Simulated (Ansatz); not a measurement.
**C2H6ClNSi: rigid torsion scan in Python**

The task is a rigid torsion scan, for C2H6ClNSi. SMILES: C=C[SiH](N)Cl.

Computed with Ansatz 0.2.0, driven from Python. Level of theory: r2SCAN0/cc-pVDZ.

**1. The system**

Bond lengths: C1–C2 1.298 Å, C2–Si3 1.796 Å, Si3–N4 1.730 Å, Si3–Cl5 2.024 Å, C1–H6 1.119 Å, C1–H7 1.084 Å, C2–H8 1.067 Å, Si3–H9 1.540 Å, N4–H10 1.041 Å, N4–H11 0.938 Å. Angles (14 of 15 angles, heavy atoms first): C1–C2–Si3 127.1°, C2–Si3–N4 113.4°, C2–Si3–Cl5 106.2°, N4–Si3–Cl5 107.5°, C1–C2–H8 121.3°, Si3–C2–H8 111.5°, C2–C1–H6 123.9°, C2–C1–H7 121.4°, C2–Si3–H9 113.8°, N4–Si3–H9 107.3°, Cl5–Si3–H9 108.4°, Si3–N4–H10 101.8°, Si3–N4–H11 109.0°, H6–C1–H7 113.9°.

The script holds or builds the structure itself.

**2. The code**

File torsion_c2h6clnsi.py:

```python
'''Energy of C2H6ClNSi as one group turns about a bond.'''

import ansatz as az
from ase import Atoms


def main() -> None:
    atoms = Atoms(['C', 'C', 'Si', 'N', 'Cl', 'H', 'H', 'H', 'H', 'H', 'H'], positions=[
        (-1.752, -0.5446, -0.1415),
        (-0.8107, -0.3988, 0.7403),
        (0.8041, 0.3461, 0.4887),
        (1.6387, -0.272, -0.8949),
        (0.4717, 2.3167, 0.1689),
        (-1.7163, -0.1076, -1.1705),
        (-2.7143, -0.9684, 0.1233),
        (-0.918, -0.7736, 1.7338),
        (1.7496, 0.2019, 1.6961),
        (0.9336, -0.1317, -1.6482),
        (2.379, 0.275, -1.0755),
    ])

    # start the scan from a relaxed geometry
    first = (
        az.Crystal.molecule_from_ase(atoms).calculation()
        .basis(gaussian='cc-pVDZ')
        .functional('r2scan0')
        .relax(force_tolerance=0.02, max_steps=80)
    )
    atoms.positions = first.run(threads=1).report['positions_ang']

    start = atoms.get_dihedral(3, 2, 1, 0)
    energies = {}
    for turn in range(0, 360, 30):
        turned = atoms.copy()
        turned.set_dihedral(3, 2, 1, 0, start + turn, indices=[0, 1, 5, 6, 7])
        base = (
            az.Crystal.molecule_from_ase(turned).calculation()
            .basis(gaussian='cc-pVDZ')
            .functional('r2scan0')
        )
        energies[round((start + turn) % 360)] = base.run(threads=1).report['free_energy_ev']
    floor = min(energies.values())
    print('dihedral N3-Si2-C1-C0 (deg)   E - E(min) (kJ/mol)')
    for angle, e in sorted(energies.items()):
        print(f'{angle:8d} {96.485332 * (e - floor):14.3f}  ' + '#' * int(30 * (e - floor) / max(max(energies.values()) - floor, 1e-9)))


if __name__ == '__main__':
    main()
```

**3. What the engine is handed**

The package turns the script's settings into the engine's input (first run):

```yaml
crystal:
  periodic: [false, false, false]
  atoms:
    - { symbol: C, position_ang: [-1.752, -0.5446, -0.1415] }
    - { symbol: C, position_ang: [-0.8107, -0.3988, 0.7403] }
    - { symbol: Si, position_ang: [0.8041, 0.3461, 0.4887] }
    - { symbol: "N", position_ang: [1.6387, -0.272, -0.8949] }
    - { symbol: Cl, position_ang: [0.4717, 2.3167, 0.1689] }
    - { symbol: H, position_ang: [-1.7163, -0.1076, -1.1705] }
    - { symbol: H, position_ang: [-2.7143, -0.9684, 0.1233] }
    - { symbol: H, position_ang: [-0.918, -0.7736, 1.7338] }
    - { symbol: H, position_ang: [1.7496, 0.2019, 1.6961] }
    - { symbol: H, position_ang: [0.9336, -0.1317, -1.6482] }
    - { symbol: H, position_ang: [2.379, 0.275, -1.0755] }
basis:
  gaussian:
    orbitals: cc-pVDZ
hamiltonian:
  xc: r2scan0
relax:
  f_tol: 0.02
  max_steps: 80
```

**4. The run**

The run is started by

```
python torsion_c2h6clnsi.py
```

The log of the run:

```text
dihedral N3-Si2-C1-C0 (deg)   E - E(min) (kJ/mol)
      24          1.564  ###
      54          6.726  ################
      84          8.428  ####################
     114          6.601  ###############
     144          7.904  ###################
     174          9.092  #####################
     204          4.104  #########
     234          0.000
     264          4.600  ###########
     294         12.211  #############################
     324         12.435  ##############################
     354          4.749  ###########
```

Wall time 5.7 min (1 thread of Arm Neoverse V1, shared host); peak memory 0.35 GiB.

**5. How the relaxation of run 0 went**

The steps of the relaxation:

```
step  energy from step 1 (eV)  largest force component (eV/Å)
   1                   0.0000                          4.6352
   2                  -0.4434                          1.1549
   3                  -0.5021                          1.1169
   4                  -0.5515                          0.4075
   5                  -0.5648                          0.3373
   6                  -0.5674                          0.2667
   7                  -0.5790                          0.0456
   8                  -0.5816                          0.0689
   9                  -0.5838                          0.2398
  10                  -0.5852                          0.4673
  11                  -0.5988                          0.2712
  12                  -0.6171                          0.5339
  13                  -0.6220                          0.5078
  14                  -0.6483                          0.5627
  15                  -0.6728                          0.1753
  16                  -0.6855                          0.1058
  17                  -0.6913                          0.3685
  18                  -0.6727                          0.9079
  19                  -0.6962                          0.3527
  20                  -0.7002                          0.0267
  21                  -0.7004                          0.0354
  22                  -0.7005                          0.0337
  23                  -0.7006                          0.0065
```

Step 1 is the start. Step 18 was tried and not accepted.

Before: Bond lengths: C1–C2 1.298 Å, C2–Si3 1.796 Å, Si3–N4 1.730 Å, Si3–Cl5 2.024 Å, C1–H6 1.119 Å, C1–H7 1.084 Å, C2–H8 1.067 Å, Si3–H9 1.540 Å, N4–H10 1.041 Å, N4–H11 0.938 Å. Angles (14 of 15 angles, heavy atoms first): C1–C2–Si3 127.1°, C2–Si3–N4 113.4°, C2–Si3–Cl5 106.2°, N4–Si3–Cl5 107.5°, C1–C2–H8 121.3°, Si3–C2–H8 111.5°, C2–C1–H6 123.9°, C2–C1–H7 121.4°, C2–Si3–H9 113.8°, N4–Si3–H9 107.3°, Cl5–Si3–H9 108.4°, Si3–N4–H10 101.8°, Si3–N4–H11 109.0°, H6–C1–H7 113.9°.

After: Bond lengths: C1–C2 1.334 Å, C2–Si3 1.858 Å, Si3–N4 1.724 Å, Si3–Cl5 2.105 Å, C1–H6 1.091 Å, C1–H7 1.091 Å, C2–H8 1.095 Å, Si3–H9 1.485 Å, N4–H10 1.013 Å, N4–H11 1.013 Å. Angles (14 of 15 angles, heavy atoms first): C1–C2–Si3 124.9°, C2–Si3–N4 108.9°, C2–Si3–Cl5 107.4°, N4–Si3–Cl5 114.2°, C1–C2–H8 118.6°, Si3–C2–H8 116.5°, C2–C1–H6 121.4°, C2–C1–H7 121.8°, C2–Si3–H9 114.1°, N4–Si3–H9 107.2°, Cl5–Si3–H9 105.2°, Si3–N4–H10 117.1°, Si3–N4–H11 117.3°, H6–C1–H7 116.8°.

Run 0 is this relaxation; the runs after it count from 1.

**6. Run by run**

The 12 runs, in the order started:

```csv
run,turn (°),energy from run 1 (eV),SCF cycles,CPU time (s)
1,0,0.0000,18,8.5
2,30,0.0477,18,8.3
3,60,0.1266,18,8.4
4,90,0.1289,18,7.9
5,120,0.0492,17,8.5
6,150,0.0162,17,7.8
7,180,0.0697,17,8.4
8,210,0.0874,18,7.8
9,240,0.0684,18,7.8
10,270,0.0819,18,8.5
11,300,0.0942,18,7.8
12,330,0.0425,18,8.4
```

**7. What came out**

```
              quantity     value
         runs compared        12
       range of energy  0.129 eV
lowest point, turn (°)         0
```

What this shows: The lowest point lies at a turn of 0°, the highest 0.129 eV (12.4 kJ/mol) above it at 90°. The grid can miss the true lowest and highest points, and the rest of the molecule is held rigid. Run 0: The relaxation took 21 moves; the largest shift is 1.447 Å, of atom 6 (H). So large a move can change the bonding: the results belong to the relaxed structure. The scan is rigid and the energies are electronic, in a modest basis. With rigid groups the curve can differ much from the relaxed path, the start wasn't checked as a minimum of this torsion, and equivalent turns needn't return to the same energy.
